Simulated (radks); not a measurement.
# Au⁻ held by a Watson sphere

Aim: the size and levels of Au⁻ inside a shell of charge +1 and radius R, which stands for the Madelung well of a crystal, for several R.

Method: scalar-relativistic Kohn-Sham, LDA (Slater exchange, VWN5 correlation), spin-polarised, spherical densities, point nucleus. Code: radks (a radial shooting solver on a logarithmic mesh, Libxc functionals) version 1.

### 1 What is computed

* element: gold (Z = 79)
* charge: -1
* electrons: 80
* configuration: [Hg]

The outer shells:

Au⁻
```
[Xe] core
4f [↑↓][↑↓][↑↓][↑↓][↑↓][↑↓][↑↓]
5d [↑↓][↑↓][↑↓][↑↓][↑↓]
6s [↑↓]
```

### 2 R = 3.06 bohr

The run's settings:

```text
Z 79
configuration [Hg]
relativity scalar-relativistic
functional lda,vwn5
spin polarised
nucleus point
c 137.035999084
watson charge 1 radius 3.06 bohr
response adiabatic LDA kernel
```

### 3 R = 3.72 bohr

Changes since step 2:

```diff
@@ -7,3 +7,3 @@
 c 137.035999084
-watson charge 1 radius 3.06 bohr
+watson charge 1 radius 3.72 bohr
 response adiabatic LDA kernel
```

### 4 R = 3.91 bohr

Changes since step 3:

```diff
@@ -7,3 +7,3 @@
 c 137.035999084
-watson charge 1 radius 3.72 bohr
+watson charge 1 radius 3.91 bohr
 response adiabatic LDA kernel
```

### 5 R = 5.05 bohr

Changes since step 4:

```diff
@@ -7,3 +7,3 @@
 c 137.035999084
-watson charge 1 radius 3.91 bohr
+watson charge 1 radius 5.05 bohr
 response adiabatic LDA kernel
```

### 6 R = 5.39 bohr

Changes since step 5:

```diff
@@ -7,3 +7,3 @@
 c 137.035999084
-watson charge 1 radius 5.05 bohr
+watson charge 1 radius 5.39 bohr
 response adiabatic LDA kernel
```

Before running it: what results should come out? Wanted: for each run, R; highest level; its <r>; sum of <r²>; α.

The runs gave:

```
R (bohr)  highest level (eV)  its <r> (bohr)  sum of <r²> (bohr²)  α (bohr³)
    3.06              -6.665           2.865                70.86      45.63
    3.72              -5.980           2.967                73.00      53.77
    3.91              -5.788           2.992                73.53      56.17
    5.05              -4.763           3.110                75.93      69.92
    5.39              -4.504           3.134                76.44      73.63
```

What this shows: From R = 3.06 to 5.39 bohr the top level moves from -6.665 to -4.504 eV and its mean radius from 2.87 to 3.13 bohr. A wider sphere makes a shallower well, so the ion swells. The polarisability goes from 45.6 to 73.6 bohr³. Response by self-consistent Sternheimer equations with the Hartree and adiabatic LDA kernel, the relativistic mass of each level held fixed and spin-orbit coupling left out. The sphere does not respond.
